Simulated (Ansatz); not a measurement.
# EuSe2 (R-3m, relaxed from a fluorite start): equation of state

An exercise on one series of results from a longer session: the logs are not shown, and one member is left open.

Method: DFT PBE, scalar-relativistic, plane waves, PAW, in Ansatz 0.2.0.

2 further runs of the same task are left out: 2 that didn't finish.

**The system as given**

It takes space group R-3m (No. 166, trigonal). The conventional cell has a = 4.929 Å, b = 4.929 Å, c = 12.219 Å, α = 90.00°, β = 90.00°, γ = 120.00°. Eu (site symmetry -3m) is surrounded by 8 Se at 3.02 to 3.05 Å. Se (site symmetry 3m) has 4 Eu at 3.02 to 3.05 Å as nearest neighbours.

Structure file:

```cif
data_structure
_symmetry_space_group_name_H-M 'R-3m:H'
_symmetry_Int_Tables_number 166
_cell_length_a 4.9288
_cell_length_b 4.9288
_cell_length_c 12.2191
_cell_angle_alpha 90.000
_cell_angle_beta 90.000
_cell_angle_gamma 120.000
_cell_volume 257.07
loop_
_atom_site_label
_atom_site_type_symbol
_atom_site_symmetry_multiplicity
_atom_site_Wyckoff_symbol
_atom_site_fract_x
_atom_site_fract_y
_atom_site_fract_z
_atom_site_occupancy
Eu1 Eu 3 a 0.00000 0.00000 0.00000 1
Se1 Se 6 c 0.00000 0.00000 0.24944 1
```

An earlier run at PBE left this cell at 28.563 Å³/atom and -0.13 GPa (8×8×4 mesh). The large moments point both ways and cancel.

Volume factors to run: 0.980, 1.020, 0.960, 1.040, 1.070, 1.100, 0.945.

The first run:

The input, input.yaml:

```yaml
crystal:
  lattice:
    - [0.0, 3.4617626539, 3.4617626539]
    - [3.4617626539, 0.0, 3.4617626539]
    - [6.9794054897, 6.9794054897, -0.0558801819]
  atoms:
    - { symbol: Eu, position: [0.0, 0.0, 0.0], spin: 7.12 }
    - { symbol: Se, position: [0.2494434296, 0.2494434296, 0.1258348556] }
    - { symbol: Se, position: [0.7505565954, 0.7505565954, 0.3741651069] }
    - { symbol: Eu, position: [0.0, 0.0, 0.5], spin: -7.12 }
    - { symbol: Se, position: [0.2494434046, 0.2494434046, 0.6258348931] }
    - { symbol: Se, position: [0.7505565704, 0.7505565704, 0.8741651444] }
basis:
  ecutwfc: 420
  ecutrho_ratio: 4
kpoints:
  mp_grid: { grid: [8, 8, 4] }
hamiltonian:
  xc: pbe
scf:
  occupations: { method: gaussian, width: 0.05 }
output:
  forces: true
  stress: true
  eigenvalues: true
  populations: true
magnetization:
  spin_polarized: true
relax:
  f_tol: 0.01
  max_steps: 40
  cell: { stress_tol: 0.1, fix: [volume] }
```

Among the steps run: Volume × 0.980; At 1.020 of the relaxed volume; At 0.960 of the relaxed volume; Scaling the volume by 1.040; Volume × 1.070; Scaling the volume by 1.100; Volume × 0.945.

One table of the session follows, with a row left open; its other results are not shown here.

It belongs to the step «The fit». 

| volume (Å³/atom) | energy (meV/atom) | pressure (GPa) | moment of atom 1 (μB) |
| --- | --- | --- | --- |
| 26.992 | 11.84 | 2.71 | 6.44 |
| 27.420 | 5.77 | 1.84 | 6.45 |
| 27.992 | 1.11 | 0.80 | 6.46 |
| 28.563 | 0.00 | -0.13 | 6.47 |
| 29.134 | 2.04 | -0.97 | 6.49 |
| 29.705 | ? | ? | ? |
| 30.562 | 18.94 | -2.71 | 6.52 |
| 31.419 | 35.81 | -3.54 | 6.53 |

Estimate the missing values for volume (Å³/atom) = 29.705.

Worked estimate for «energy (meV/atom)». A straight line through the neighbours (29.134, 2.04) and (30.562, 18.94) gives 2.04 + (18.94 − 2.04) × (29.705 − 29.134) / (30.562 − 29.134) = 8.80; a parabola fitted to 4 rows on both sides gives 7.06.

The run gave: energy (meV/atom): 6.92; pressure (GPa): -1.73; moment of atom 1 (μB): 6.50. In «energy (meV/atom)» the line misses by +1.88 and the parabola by +0.14.

To keep in mind: Warnings in the runs' records: given moment on shells, anti translation declined.
